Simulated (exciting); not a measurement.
# NbW (Fm-3m) in exciting: reference runs

Aim: a first look at NbW with PBEsol, on the cell as given.

Program: exciting (release sodium). These are calculated values, not measurements. Logs are shortened: lines on timing, memory, paths and dates and some standing lists are left out, and cuts for length are marked.

## 1. The structure

It takes space group Fm-3m (No. 225, cubic). The conventional cell has a = 5.347 Å, b = 5.347 Å, c = 5.347 Å, α = 90.00°, β = 90.00°, γ = 90.00°. Nb (site symmetry m-3m) has 6 W at 2.67 Å as nearest neighbours. W (site symmetry m-3m) is surrounded by 6 Nb at 2.67 Å.

The cell was built by a generator and needn't be a form met in nature.

## 2. Single point, PBEsol

input.xml reads:

```xml
<input>
  <title>NbW</title>
  <structure speciespath="./" tshift="false">
    <crystal scale="1">
      <basevect>0.000000000000 5.051773781865 5.051773781865</basevect>
      <basevect>5.051773781865 0.000000000000 5.051773781865</basevect>
      <basevect>5.051773781865 5.051773781865 0.000000000000</basevect>
    </crystal>
    <species speciesfile="Nb.xml" rmt="2.3">
      <atom coord="0.000000000000 0.000000000000 0.000000000000"/>
    </species>
    <species speciesfile="W.xml" rmt="2.3">
      <atom coord="0.500000000000 0.500000000000 0.500000000000"/>
    </species>
  </structure>
  <groundstate do="fromscratch" ngridk="9 9 9" rgkmax="9" gmaxvr="14" lmaxapw="10" lmaxmat="10" lmaxvr="8" xctype="GGA_PBE_SOL" stype="Fermi Dirac" swidth="0.00183747" nempty="18" ValenceRelativity="iora*" epsengy="1e-05" epspot="1e-05" maxscl="60" tforce="true" outputlevel="normal"/>
</input>
```

Potentials or basis: all-electron LAPW+lo, shipped species files, valence relativity iora*.

On the command line:

```bash
$ OMP_NUM_THREADS=1 exciting_smp
```

INFO.OUT:

```text
================================================================================
EXCITING SODIUM started
[... 10 lines left out ...]

 Lattice vectors (cartesian) :
      0.0000000000      5.0517737819      5.0517737819
      5.0517737819      0.0000000000      5.0517737819
      5.0517737819      5.0517737819      0.0000000000

 Reciprocal lattice vectors (cartesian) :
     -0.6218791239      0.6218791239      0.6218791239
      0.6218791239     -0.6218791239      0.6218791239
      0.6218791239      0.6218791239     -0.6218791239

 Unit cell volume                           :     257.8467605762
 Brillouin zone volume                      :       0.9620063207

 Species :    1 (Nb)
     parameters loaded from                 :    Nb.xml
     name                                   :    niobium
     nuclear charge                         :     -41.00000000
     electronic charge                      :      41.00000000
     atomic mass                            :  169357.97030000
     muffin-tin radius                      :       2.30000000
     # of radial points in muffin-tin       :     400

     atomic positions (lattice) :
       1 :   0.00000000  0.00000000  0.00000000

 Species :    2 (W)
     parameters loaded from                 :    W.xml
     name                                   :    tungsten
     nuclear charge                         :     -74.00000000
     electronic charge                      :      74.00000000
     atomic mass                            :  335119.81910000
     muffin-tin radius                      :       2.30000000
     # of radial points in muffin-tin       :     450

     atomic positions (lattice) :
       1 :   0.50000000  0.50000000  0.50000000

 Total number of atoms per unit cell        :       2

 Spin treatment                             :    spin-unpolarised

 Number of Bravais lattice symmetries       :      48
 Number of crystal symmetries               :      48

 k-point grid                               :       9    9    9
 Total number of k-points                   :      35
 k-point set is reduced with crystal symmetries

 R^MT_min * |G+k|_max (rgkmax)              :       9.00000000
 Species with R^MT_min                      :       1 (Nb)
 Maximum |G+k| for APW functions            :       3.91304348
 Maximum |G| for potential and density      :      14.00000000

 G-vector grid sizes                        :      32    32    32
 Total number of G-vectors                  :   11935

 Maximum angular momentum used for
     APW functions                          :      10
     computing H and O matrix elements      :      10
     potential and density                  :       8
     inner part of muffin-tin               :       2

 Total nuclear charge                       :    -115.00000000
 Total electronic charge                    :     115.00000000
 Total core charge                          :      74.00000000
 Total valence charge                       :      41.00000000

 Number of empty states                     :      18
 Total number of valence states             :      39

 Maximum Hamiltonian size                   :     313
 Maximum number of plane-waves              :     273
 Total number of local-orbitals             :      40

 Exchange-correlation type                  :      22
     PBEsol, Phys. Rev. Lett. 100, 136406 (2008)
     Generalised gradient approximation (GGA)

[... 20 lines left out ...]
+ SCF iteration number :    1                                                  +
++++++++++++++++++++++++++++++++++++++++++++++++++++++++++++++++++++++++++++++++
 Total energy                               :    -19968.11940070
 _______________________________________________________________
 Fermi energy                               :         0.43215787
 Kinetic energy                             :     22164.11523483
 Coulomb energy                             :    -41695.01395657
 Exchange energy                            :      -429.78349690
 Correlation energy                         :        -7.43718206
[... 357 lines left out ...]
 RMS change in effective potential (target) :  0.955848E-08  ( 0.100000E-04)
 Absolute change in total energy   (target) :  0.186864E-05  ( 0.100000E-04)
 Charge distance                   (target) :  0.482975E-08  ( 0.100000E-04)
 Abs. change in max-nonIBS-force   (target) :   0.00000      ( 0.500000E-04)

++++++++++++++++++++++++++++++++++++++++++++++++++++++++++++++++++++++++++++++++
| Convergency criteria checked for the last 2 iterations                       +
| Convergence targets achieved. Performing final SCF iteration                 +
++++++++++++++++++++++++++++++++++++++++++++++++++++++++++++++++++++++++++++++++
 Total energy                               :    -19979.69771035
 _______________________________________________________________
 Fermi energy                               :         0.42662697
 Kinetic energy                             :     22158.40698534
 Coulomb energy                             :    -41700.57554490
 Exchange energy                            :      -430.09034721
 Correlation energy                         :        -7.43880358

 DOS at Fermi energy (states/Ha/cell)       :        28.68651709

 Electron charges :
     core                                   :        74.00000000
     core leakage                           :         0.00001427
     valence                                :        41.00000000
     interstitial                           :         5.16843663
     charge in muffin-tin spheres :
                  atom     1    Nb          :        38.49524877
                  atom     2     W          :        71.33631460
     total charge in muffin-tins            :       109.83156337
     total charge                           :       115.00000000

++++++++++++++++++++++++++++++++++++++++++++++++++++++++++++++++++++++++++++++++
+ Self-consistent loop stopped                                                 +
++++++++++++++++++++++++++++++++++++++++++++++++++++++++++++++++++++++++++++++++
 STATE.OUT is written

--------------------------------------------------------------------------------
- Writing atomic positions and forces                                          -
--------------------------------------------------------------------------------

 Atomic positions (lattice) :
 atom     1  Nb  :     0.00000000    0.00000000    0.00000000
 atom     2   W  :     0.50000000    0.50000000    0.50000000

 Total atomic forces including IBS (cartesian) :
 atom     1  Nb  :     0.00000000    0.00000000    0.00000000
 atom     2   W  :     0.00000000   -0.00000000   -0.00000000

 Atomic force components including IBS (cartesian) :
 atom     1  Nb  :     0.00000000   -0.00000000    0.00000000   HF force
                 :     0.00000000   -0.00000000   -0.00000000   core correction
                 :     0.00000000    0.00000000   -0.00000000   IBS correction
 atom     2   W  :    -0.00000000    0.00000000   -0.00000000   HF force
                 :    -0.00000000    0.00000000    0.00000000   core correction
                 :    -0.00000000   -0.00000000    0.00000000   IBS correction

********************************************************************************
[... 7 lines left out ...]
| EXCITING SODIUM stopped                                                      =
================================================================================
```

Wall time 68 s (1 thread of Arm Neoverse V2, shared host); peak memory 0.13 GiB.

Results:

- Free energy: -543675.2802 eV
- Band gap on the k mesh: none (metal or under the smearing width)
- All electrons inside the program's atomic spheres: Nb 38.50; W 71.34 (radii Nb 2.3, W 2.3 bohr)

Caveat: the log's total energy holds no entropy term; the free energy is that total less TS from the occupations.
